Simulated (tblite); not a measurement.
# C9H11B: the cost of one run

The runs use tblite 0.8.0 and PySCF 2.14.0, with density-fitted response routines of our own; the level of theory stands in each step. All values are computed, except where a source is named. Atoms are numbered from 0 throughout.

**1. The starting structure**

21 atoms, charge 0, multiplicity 1; geometry from: force field or distance geometry start.

Bonds of the start (Å): B0–C1 1.61, C1–C2 1.50, C2–C3 1.34, C3–C4 1.48, C4–C5 1.34, C5–C6 1.48, C6–C7 1.34, C7–C8 1.47, C8–C9 1.33, C8–C2 1.48, B0–H10 1.19, B0–H11 1.18, C1–H12 1.10, C1–H13 1.11, C3–H14 1.08, C4–H15 1.08, C5–H16 1.08, C6–H17 1.09, C7–H18 1.08, C9–H19 1.08, C9–H20 1.08.

**2. Optimising the geometry with GFN2-xTB**

Job settings and geometry (Å):

```
{"job": {"kind": "relax", "xc": "GFN2-xTB", "basis": "xTB"}, "charge": 0, "multiplicity": 1}
B      2.532200    -0.560000     1.225900
C      2.103100    -0.170500    -0.271500
C      0.610500    -0.195000    -0.402700
C     -0.007900    -1.356000    -0.662200
C     -1.460100    -1.572500    -0.805300
C     -2.436600    -0.916600    -0.170400
C     -2.258600     0.188700     0.793700
C     -1.271200     1.092100     0.775000
C     -0.159100     1.055600    -0.186800
C      0.206500     2.200500    -0.767000
H      2.157800     0.108200     2.130400
H      3.175800    -1.521100     1.433300
H      2.572100    -0.893300    -0.957000
H      2.534800     0.823800    -0.489100
H      0.605800    -2.228200    -0.832200
H     -1.757000    -2.416000    -1.408600
H     -3.443500    -1.270100    -0.302800
H     -3.071600     0.344600     1.496100
H     -1.348900     1.937400     1.449700
H     -0.315300     3.127200    -0.570300
H      1.022300     2.238100    -1.478600
```

The run is started by

```console
OMP_NUM_THREADS=1 python probes_run.py task.json out
```

The driver reads the jobs from task.json and runs them one after another.

**Question.** How long does this first job take on 1 thread of Arm Neoverse N1, shared host, and how much memory does it need?

About 1.7 s, with a peak of 0.18 GiB.
